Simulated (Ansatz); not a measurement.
Working through a single point in a Gaussian basis of B₂H₆OSn, SMILES [BH2][SnH2][BH]O

Computed with the Ansatz DFT code, driven from Python.

Run as a notebook:

```python
from pathlib import Path

import ansatz as az
from ase import Atoms
import numpy as np

atoms = Atoms(["B", "Sn", "B", "O", "H", "H", "H", "H", "H", "H"], positions=[
    (-1.6136, 0.9535, -0.8322),
    (-0.1824, -0.645, -0.6952),
    (1.411, -0.0286, 0.6728),
    (1.2061, 0.322, 2.0675),
    (-1.8828, 1.4922, -1.9077),
    (-2.2235, 1.3916, 0.1229),
    (-0.9333, -2.0777, -0.0686),
    (0.5308, -0.9562, -2.2836),
    (2.5627, 0.0415, 0.3423),
    (1.2081, -0.5446, 2.5849),
])
molecule = az.Crystal.molecule_from_ase(atoms)
```

```python
setup = molecule.calculation()
setup = setup.basis(gaussian="def2-SVP")
setup = setup.correlation("MP2", electrons="all").scf(lower_state_search="off")
setup = setup.forces().orbitals()
out = setup.run(runs_dir="b2h6osn_runs")
r = out.report
```

    

```python
r["converged"], r["free_energy_ev"]
```

    (True, -9289.97493170276)

```python
for key in ("converged", "free_energy_ev", "reference_energy_ev", "n_frozen", "n_occupied", "n_virtual"):
    print(f"{key:22s} {r[key]}")
```

    converged              True
    free_energy_ev         -9289.97493170276
    reference_energy_ev    -9276.534148621478
    n_frozen               0
    n_occupied             [23, 23]
    n_virtual              [75, 75]

```python
parts = r["correlation"]
for name in ("random_phase", "coupled_cluster", "perturbative"):
    if name in parts:
        print(f"{name:16s} {parts[name]['energy']['hartree']:12.7f} Ha")
if "second_order" in parts:
    pair = parts["second_order"]
    print(f"MP2 same spin {pair['same_spin']['hartree']:.7f} Ha, opposite spin {pair['opposite_spin']['hartree']:.7f} Ha")

state = r["mean_field"]["state"]
print(f"mean field: {state['energy']['hartree']:.7f} Ha, <S^2> = {abs(state['spin_squared']):.4f}, stability: {state.get('stability', {}).get('kind')}")
```

    MP2 same spin -0.1114336 Ha, opposite spin -0.3825061 Ha
    mean field: -340.9063421 Ha, <S^2> = 0.0000, stability: minimum

```python
symbols = [site.symbol for site in molecule.cartesian_sites]
print("forces (eV/A)")
for symbol, f in zip(symbols, r["forces_ev_ang"]):
    print(f"  {symbol:2s} {f[0]:9.4f} {f[1]:9.4f} {f[2]:9.4f}")
```

    forces (eV/A)
      B    -1.5563    1.4233   -0.5961
      Sn    0.3103   -1.3965   -1.0193
      B     0.8911    0.6965    3.1213
      O     0.1000   -2.3695   -1.1641
      H     0.2475   -0.2559    0.5826
      H     0.2379   -0.1776   -0.1437
      H     0.1585    0.2528   -0.1921
      H    -0.3558   -0.0519    0.6950
      H     0.1739    0.1388   -0.4422
      H    -0.2070    1.7400   -0.8414

```python
charges = r["charge_distribution"]
dipole = np.array(charges["dipole_moment_e_ang"]) * 4.803205
print("dipole (D): {:.3f} {:.3f} {:.3f}, length {:.3f}".format(*dipole, np.linalg.norm(dipole)))
print("atom  Mulliken   Lowdin")
for symbol, m, l in zip(symbols, charges["mulliken_charges_e"], charges["lowdin_charges_e"]):
    print(f"{symbol:4s} {m:9.3f} {l:8.3f}")
```

    dipole (D): -0.020 -0.989 0.890, length 1.331
    atom  Mulliken   Lowdin
    B        0.006   -0.046
    Sn       0.263    0.291
    B        0.170   -0.191
    O       -0.305    0.127
    H       -0.029   -0.021
    H       -0.027   -0.021
    H       -0.103   -0.065
    H       -0.120   -0.081
    H       -0.077   -0.058
    H        0.222    0.066

```python
lines = Path(r["orbitals_path"]).read_text().splitlines()
field_of = lambda key: [line.split("=")[1].strip() for line in lines if line.startswith(key)]
orbitals = [(27.211386 * float(e), s, float(n)) for e, s, n in zip(field_of("Ene="), field_of("Spin="), field_of("Occup="))]
homo = max(e for e, _, n in orbitals if n > 0.5)
lumo = min(e for e, _, n in orbitals if n < 0.5)
for e, spin, n in sorted(orbitals):
    if homo - 15 < e < lumo + 5:
        print(f"{spin:6s} {e:10.3f} eV  occupation {n:.0f}")
```

    Alpha     -20.012 eV  occupation 2
    Alpha     -19.062 eV  occupation 2
    Alpha     -17.301 eV  occupation 2
    Alpha     -16.292 eV  occupation 2
    Alpha     -15.352 eV  occupation 2
    Alpha     -13.911 eV  occupation 2
    Alpha     -13.521 eV  occupation 2
    Alpha     -11.649 eV  occupation 2
    Alpha     -10.941 eV  occupation 2
    Alpha      -9.887 eV  occupation 2
    Alpha       0.920 eV  occupation 0
    Alpha       2.131 eV  occupation 0
    Alpha       3.831 eV  occupation 0
    Alpha       4.638 eV  occupation 0
    Alpha       4.772 eV  occupation 0
    Alpha       5.344 eV  occupation 0
    Alpha       5.839 eV  occupation 0

Caveats:
- These settings explore the input space; basis and method may be short of convergence.
- The geometry is a force-field or estimated start, not a minimum of this method, and the basis set is short of its limit.
- def2 sets replace the cores of elements past krypton by effective core potentials.
- The Löwdin charges here are taken after orthogonalising the functions within each atom; they differ from plain Löwdin charges, and their signs can be unphysical.
- Alpha marks a spatial orbital of a restricted run, filled by both spins.
- Levels such as HOMO and LUMO are orbital energies: in Hartree-Fock the gap is too wide and the LUMO hangs on the basis.
- S² is that of the Hartree-Fock reference.
- Timing: 5.5 s on 1 thread of Arm Neoverse V1, with other jobs on the host, peak memory 0.3 GiB.

(Lines on the test bed's own set-up are left out of the output.)
